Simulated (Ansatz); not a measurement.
# W: pressure against volume

The task here is to estimate one member of a computed series from the others.

This is W in the fcc structure; at room conditions it is bcc.

Method: DFT LDA, scalar-relativistic, in Ansatz 0.2.0.

### The starting structure

The structure is cubic, space group Fm-3m (No. 225). Conventional cell: a = 4.060 Å, b = 4.060 Å, c = 4.060 Å, α = 90.00°, β = 90.00°, γ = 90.00°. W (site symmetry m-3m) is surrounded by 12 W at 2.87 Å.

Coordinates:

```
W
1.0
     0.00000    2.03000    2.03000
     2.03000    0.00000    2.03000
     2.03000    2.03000    0.00000
W
1
Direct
  0.00000 0.00000 0.00000
```

The geometry is a database entry used as it stands. It may stem from high pressure or temperature, or be incomplete, so it serves as a test cell.

Set-up of the first run:

input.yaml

```yaml
crystal:
  lattice:
    - [0.0, 1.9955865722, 1.9955865722]
    - [1.9955865722, 0.0, 1.9955865722]
    - [1.9955865722, 1.9955865722, 0.0]
  atoms:
    - { symbol: W, position: [0.0, 0.0, 0.0] }
kpoints:
  mp_grid: { grid: [14, 14, 14] }
scf:
  occupations: { method: fermi_dirac, width: 0.05 }
hamiltonian:
  xc: lda
  pseudopotentials: { kind: all_electron, lapw: { basis_error: 0.00025 } }
output:
  forces: true
  stress: true
  eigenvalues: true
```

Command:

```console
$ ansatz run input.yaml --threads 1 --pin off --max-ram 3072MiB --backend cpu --events-out ev --progress --plain --runs-dir out
```

Among the steps run: Volume × 0.95, LAPW; Volume × 0.95, PAW; Volume × 0.95, crystal datasets; Volume × 0.975, LAPW; Volume × 0.975, PAW; Volume × 1.025, LAPW; Volume × 1.025, PAW; Volume × 1.05, LAPW; Volume × 1.05, PAW; Volume × 1.05, crystal datasets.

One of the session's tables, all rows but one given; the rest of the session is left out.

| method | volume (Å³/atom) | pressure (GPa) |
| --- | --- | --- |
| LAPW | 15.894 | ? |
| LAPW | 16.313 | -11.30 |
| LAPW | 16.731 | -17.68 |
| LAPW | 17.149 | -23.25 |
| LAPW | 17.567 | -28.10 |
| PAW | 15.894 | -4.02 |
| PAW | 16.313 | -11.35 |
| PAW | 16.731 | -17.76 |
| PAW | 17.149 | -23.34 |
| PAW | 17.567 | -28.20 |
| crystal datasets | 15.894 | -4.00 |
| crystal datasets | 16.731 | -17.68 |
| crystal datasets | 17.567 | -28.10 |

**Question.** Estimate the row for LAPW, 15.894.

As computed: pressure (GPa): -4.01. In the column «pressure (GPa)» it lies between PAW, 15.894 (-4.02) and crystal datasets, 15.894 (-4.00).

To keep in mind: Warnings in the runs' records: gradients without spin orbit, crystal datasets made.
